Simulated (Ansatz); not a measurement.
**CH12BGaGeSi2: small, medium and large basis sets**

Aim: see how fast density functionals converge with the basis set for CH12BGaGeSi2.

Computed with Ansatz 0.2.0, Gaussian basis. Level: one geometry, several basis sets.

Levels to be run: PBE0-D4/def2-SVP; ωB97M-V/def2-SVP; PBE0-D4/def2-QZVPP; ωB97M-V/def2-QZVPP; the functionals' def2-TZVPP values are taken from earlier runs.

### Step 1. The relaxed structure

All runs share one geometry, relaxed beforehand with PBE0-D4 in a triple-zeta def2 set.

SMILES `[SiH3][SiH2]B[CH]([GaH2])[GeH3]`, 18 atoms, charge 0, spin multiplicity 1.

Atoms are counted from 1 here; the program's logs count them from 0.

Bond lengths: Si1–Si2 2.348 Å, Si1–H7 1.486 Å, Si1–H8 1.539 Å, Si1–H9 1.485 Å, Si2–B3 2.030 Å, Si2–H10 1.489 Å, Si2–H11 1.491 Å, B3–C4 1.503 Å, B3–H12 1.201 Å, C4–Ga5 2.058 Å, C4–Ge6 1.948 Å, C4–H13 1.095 Å, Ga5–H14 1.571 Å, Ga5–H15 1.562 Å, Ge6–H16 1.539 Å, Ge6–H17 1.544 Å, Ge6–H18 1.540 Å. Angles: Si2–Si1–H7 117.3°, Si2–Si1–H8 107.3°, Si2–Si1–H9 115.9°, H7–Si1–H8 101.3°, H7–Si1–H9 109.6°, H8–Si1–H9 103.4°, Si1–Si2–B3 105.0°, Si1–Si2–H10 107.0°, Si1–Si2–H11 106.9°, B3–Si2–H10 114.9°, B3–Si2–H11 114.7°, H10–Si2–H11 107.7°, Si2–B3–C4 120.6°, Si2–B3–H12 118.1°, C4–B3–H12 120.8°, B3–C4–Ga5 90.7°, B3–C4–Ge6 122.5°, B3–C4–H13 116.9° and more.

### Step 2. PBE0-D4 in def2-SVP

Input file in.yaml:

```yaml
crystal:
  periodic: [false, false, false]
  atoms:
    - {symbol: Si, position_ang: [0.529993, 1.592850, -1.321247]}
    - {symbol: Si, position_ang: [1.852201, 0.680639, 0.390980]}
    - {symbol: B, position_ang: [1.038064, -1.139688, 0.770820]}
    - {symbol: C, position_ang: [-0.454197, -1.318843, 0.805034]}
    - {symbol: Ga, position_ang: [-0.531200, -1.285811, -1.251028]}
    - {symbol: Ge, position_ang: [-1.659975, 0.058920, 1.470494]}
    - {symbol: H, position_ang: [-0.135413, 2.893039, -1.047956]}
    - {symbol: H, position_ang: [-0.685041, 0.665934, -1.506068]}
    - {symbol: H, position_ang: [1.148425, 1.624368, -2.670670]}
    - {symbol: H, position_ang: [3.253734, 0.649150, -0.110195]}
    - {symbol: H, position_ang: [1.800553, 1.636299, 1.534714]}
    - {symbol: H, position_ang: [1.772622, -2.088432, 0.820878]}
    - {symbol: H, position_ang: [-0.827542, -2.316301, 1.058446]}
    - {symbol: H, position_ang: [0.783819, -1.438559, -2.096851]}
    - {symbol: H, position_ang: [-1.958545, -1.566058, -1.821399]}
    - {symbol: H, position_ang: [-1.815440, -0.072240, 2.995672]}
    - {symbol: H, position_ang: [-1.058273, 1.445805, 1.158900]}
    - {symbol: H, position_ang: [-3.053786, -0.021083, 0.819495]}
basis:
  gaussian: {orbitals: def2-SVP}
hamiltonian: {xc: pbe0, dispersion: d4}
output: {orbitals: {seedname: orbitals}}
```

Command:

```console
$ ansatz run in.yaml --threads 2 --pin off --events-out ev --progress --plain --max-ram 32768MiB --backend cpu
```

The log of the run:

```text
Functional definition: PBE0
  name "PBE0"
  cite "Adamo & Barone, J. Chem. Phys. 110, 6158 (1999) doi:10.1063/1.478522"
  cite "Perdew, Burke & Ernzerhof, Phys. Rev. Lett. 77, 3865 (1996) doi:10.1103/PhysRevLett.77.3865"
  parent pbe
  parameter a = 0.25
  parameter kappa = 0.804
  parameter beta = 0.06672455060314922
  exchange = (1 - a)*pbe_x(kappa = kappa, mu = beta*pi^2/3) + a*exact_x
  correlation = pbe_c(beta = beta)
1880 factors; integrals over basis functions are off by at most 1.3e-3 eV
mean field evaluation 1: about -126509.9989 eV, gradient 5.2e1 eV
mean field evaluation 2: about -126502.5006 eV, gradient 7.1e1 eV
mean field evaluation 4: about -126516.0616 eV, gradient 3.8e0 eV
mean field evaluation 8: about -126516.1679 eV, gradient 1.7e-1 eV
mean field evaluation 16: about -126516.1679 eV, gradient 8.8e-5 eV
mean field -126516.16793465 eV, -4649.3834158596 hartree, gradient 1.5e-5 eV, S^2 0.000000; 0 other end points of the search recorded, 0 dependent functions left out
reference -126516.16797361 eV, -4649.3834172914 hartree; 57, 57 occupied and 131, 131 virtual orbitals, 1880 factors
Total energy: -126516.72915610 eV, -4649.4040403675 hartree
```

It took 10 s on 2 threads of AMD EPYC 7R13, shared host.

### Step 3. ωB97M-V in def2-SVP

in.yaml, as its differences from that of step 2:

```diff
@@ -23,3 +23,3 @@
   gaussian: {orbitals: def2-SVP}
-hamiltonian: {xc: pbe0, dispersion: d4}
+hamiltonian: {xc: {name: wB97M-V}}
 output: {orbitals: {seedname: orbitals}}
```

The command is unchanged.

The log of the run:

```text
Functional definition: wB97M-V
  name "wB97M-V"
  cite "Mardirossian & Head-Gordon, J. Chem. Phys. 144, 214110 (2016) doi:10.1063/1.4952647"
  cite "Becke, J. Chem. Phys. 107, 8554 (1997) doi:10.1063/1.475007"
  cite "Vydrov & Van Voorhis, J. Chem. Phys. 133, 244103 (2010) doi:10.1063/1.3521275"
  # Of w^i u^j: cxij and so on, Table III.
  parameter omega = 0.3/bohr
  parameter cx = 0.15
  parameter cx01 = 1.007
  parameter cx10 = 0.259
  parameter css00 = 0.443
  parameter css04 = -1.437
  parameter css10 = -4.535
  parameter css20 = -3.390
  parameter css43 = 4.278
  parameter cos00 = 1.000
  parameter cos10 = 1.358
  parameter cos20 = 2.924
  parameter cos21 = -8.812
  parameter cos60 = -1.390
  parameter cos61 = 9.142
  parameter b = 6.0
  parameter c = 0.01
  gx(w, u) = 1 - cx + cx01*u + cx10*w
  gss(w, u) = css00 + css04*u^4 + css10*w + css20*w^2 + css43*w^4*u^3
  gos(w, u) = cos00 + cos10*w + (cos20 + cos21*u)*w^2 + (cos60 + cos61*u)*w^6
  exchange = spin_sum(e_x_unif_sr(omega)*gx(b97_w, b97_u_x)) + cx*exact_x_sr(omega) + exact_x_lr(omega)
  correlation = spin_sum(e_c_pw_mod_same_spin*gss(b97_w, b97_u_same))
      + integral(e_c_pw_mod_opposite_spin*gos(b97_w_opposite, b97_u_opposite)) + vv10(b, c)
1880 factors; integrals over basis functions are off by at most 1.3e-3 eV
619 factors; integrals over basis functions are off by at most 5.9e-6 eV
mean field evaluation 1: about -126526.0745 eV, gradient 4.3e1 eV
mean field evaluation 2: about -126526.7420 eV, gradient 4.1e1 eV
mean field evaluation 4: about -126530.2207 eV, gradient 1.1e0 eV
mean field evaluation 8: about -126530.2842 eV, gradient 3.1e-2 eV
mean field evaluation 16: about -126530.2842 eV, gradient 4.0e-5 eV
mean field -126530.28423096 eV, -4649.9021801808 hartree, gradient 4.0e-5 eV, S^2 0.000000; 0 other end points of the search recorded, 0 dependent functions left out
reference -126530.28429403 eV, -4649.9021824985 hartree; 57, 57 occupied and 131, 131 virtual orbitals, 1880 factors
Total energy: -126530.28429403 eV, -4649.9021824985 hartree
```

Wall time 30 s (2 threads of AMD EPYC 7R13, shared host); peak memory 1.1 GiB.

### Step 4. PBE0-D4 in def2-QZVPP

in.yaml, as its differences from that of step 3:

```diff
@@ -22,4 +22,4 @@
 basis:
-  gaussian: {orbitals: def2-SVP}
-hamiltonian: {xc: {name: wB97M-V}}
+  gaussian: {orbitals: "def2-QZVPP.json"}
+hamiltonian: {xc: pbe0, dispersion: d4}
 output: {orbitals: {seedname: orbitals}}
```

Command:

```console
$ ansatz run in.yaml --threads 2 --pin off --events-out ev --progress --plain --max-ram 32768MiB --backend cuda --devices 0, --max-vram 18GiB
```

The log of the run:

```text
Functional definition: PBE0
  name "PBE0"
  cite "Adamo & Barone, J. Chem. Phys. 110, 6158 (1999) doi:10.1063/1.478522"
  cite "Perdew, Burke & Ernzerhof, Phys. Rev. Lett. 77, 3865 (1996) doi:10.1103/PhysRevLett.77.3865"
  parent pbe
  parameter a = 0.25
  parameter kappa = 0.804
  parameter beta = 0.06672455060314922
  exchange = (1 - a)*pbe_x(kappa = kappa, mu = beta*pi^2/3) + a*exact_x
  correlation = pbe_c(beta = beta)
3022 factors; their error is unknown
mean field evaluation 1: about -126530.7080 eV, gradient 6.7e1 eV
mean field evaluation 2: about -126514.6854 eV, gradient 1.0e2 eV
mean field evaluation 4: about -126540.1391 eV, gradient 5.7e0 eV
mean field evaluation 8: about -126540.1785 eV, gradient 3.2e-1 eV
mean field evaluation 16: about -126540.4789 eV, gradient 3.4e-4 eV
mean field -126540.47885467 eV, -4650.2768256918 hartree, gradient 2.8e-5 eV, S^2 0.000000; 0 other end points of the search recorded, 0 dependent functions left out
reference -126540.47891607 eV, -4650.2768279484 hartree; 57, 57 occupied and 735, 735 virtual orbitals, 3022 factors
Total energy: -126541.04009856 eV, -4650.2974510245 hartree
```

Wall time 16 s (1 × H100 (card shared with other runs) with 2 threads of AMD EPYC 7R13, shared host); peak host memory 1.4 GiB.

### Step 5. ωB97M-V in def2-QZVPP

in.yaml, as its differences from that of step 4:

```diff
@@ -23,3 +23,3 @@
   gaussian: {orbitals: "def2-QZVPP.json"}
-hamiltonian: {xc: pbe0, dispersion: d4}
+hamiltonian: {xc: {name: wB97M-V}}
 output: {orbitals: {seedname: orbitals}}
```

Same command.

The log of the run:

```text
Functional definition: wB97M-V
  name "wB97M-V"
  cite "Mardirossian & Head-Gordon, J. Chem. Phys. 144, 214110 (2016) doi:10.1063/1.4952647"
  cite "Becke, J. Chem. Phys. 107, 8554 (1997) doi:10.1063/1.475007"
  cite "Vydrov & Van Voorhis, J. Chem. Phys. 133, 244103 (2010) doi:10.1063/1.3521275"
  # Of w^i u^j: cxij and so on, Table III.
  parameter omega = 0.3/bohr
  parameter cx = 0.15
  parameter cx01 = 1.007
  parameter cx10 = 0.259
  parameter css00 = 0.443
  parameter css04 = -1.437
  parameter css10 = -4.535
  parameter css20 = -3.390
  parameter css43 = 4.278
  parameter cos00 = 1.000
  parameter cos10 = 1.358
  parameter cos20 = 2.924
  parameter cos21 = -8.812
  parameter cos60 = -1.390
  parameter cos61 = 9.142
  parameter b = 6.0
  parameter c = 0.01
  gx(w, u) = 1 - cx + cx01*u + cx10*w
  gss(w, u) = css00 + css04*u^4 + css10*w + css20*w^2 + css43*w^4*u^3
  gos(w, u) = cos00 + cos10*w + (cos20 + cos21*u)*w^2 + (cos60 + cos61*u)*w^6
  exchange = spin_sum(e_x_unif_sr(omega)*gx(b97_w, b97_u_x)) + cx*exact_x_sr(omega) + exact_x_lr(omega)
  correlation = spin_sum(e_c_pw_mod_same_spin*gss(b97_w, b97_u_same))
      + integral(e_c_pw_mod_opposite_spin*gos(b97_w_opposite, b97_u_opposite)) + vv10(b, c)
2965 factors; their error is unknown
706 factors; integrals over basis functions are off by at most 8.0e-6 eV
mean field evaluation 1: about -126547.9144 eV, gradient 5.7e1 eV
mean field evaluation 2: about -126548.0293 eV, gradient 5.9e1 eV
mean field evaluation 4: about -126554.4787 eV, gradient 3.1e0 eV
mean field evaluation 8: about -126554.5028 eV, gradient 7.3e-2 eV
mean field evaluation 16: about -126554.6742 eV, gradient 2.2e-4 eV
mean field -126554.67421089 eV, -4650.7984954109 hartree, gradient 5.7e-5 eV, S^2 0.000000; 0 other end points of the search recorded, 0 dependent functions left out
reference -126554.67430760 eV, -4650.7984989651 hartree; 57, 57 occupied and 735, 735 virtual orbitals, 2965 factors
Total energy: -126554.67430760 eV, -4650.7984989651 hartree
```

Run time: 23 s. Hardware: 1 × H100 (card shared with other runs) with 2 threads of AMD EPYC 7R13, shared host; peak host memory 1.5 GiB.

### Step 6. Functionals by basis

The def2-TZVPP values come from earlier runs at the same geometry.

```tsv
functional	basis	functions	energy (eV)	from the largest (eV)	HOMO (eV)	LUMO (eV)
PBE0-D4	def2-SVP	188	-126516.7292	24.311	-7.62	-1.45
PBE0-D4	def2-TZVPP	410	-126537.9978	3.042	-7.60	-1.52
PBE0-D4	def2-QZVPP	792	-126541.0401	0.000	-7.59	-1.53
ωB97M-V	def2-SVP	188	-126530.2843	24.390	-9.65	0.47
ωB97M-V	def2-TZVPP	410	-126551.7276	2.947	-9.66	0.30
ωB97M-V	def2-QZVPP	792	-126554.6743	0.000	-9.66	0.23
```

### Step 7. Outcome

| quantity | value |
| --- | --- |
| PBE0-D4: double and triple zeta above quadruple | 24.31, 3.04 eV |
| ωB97M-V: double and triple zeta above quadruple | 24.39, 2.95 eV |

In words: For PBE0-D4 the step from double to triple zeta gains 21.27 eV and the next only 3.04 eV. These are total energies; as a rule much of such shifts cancels in differences, which this series doesn't test.
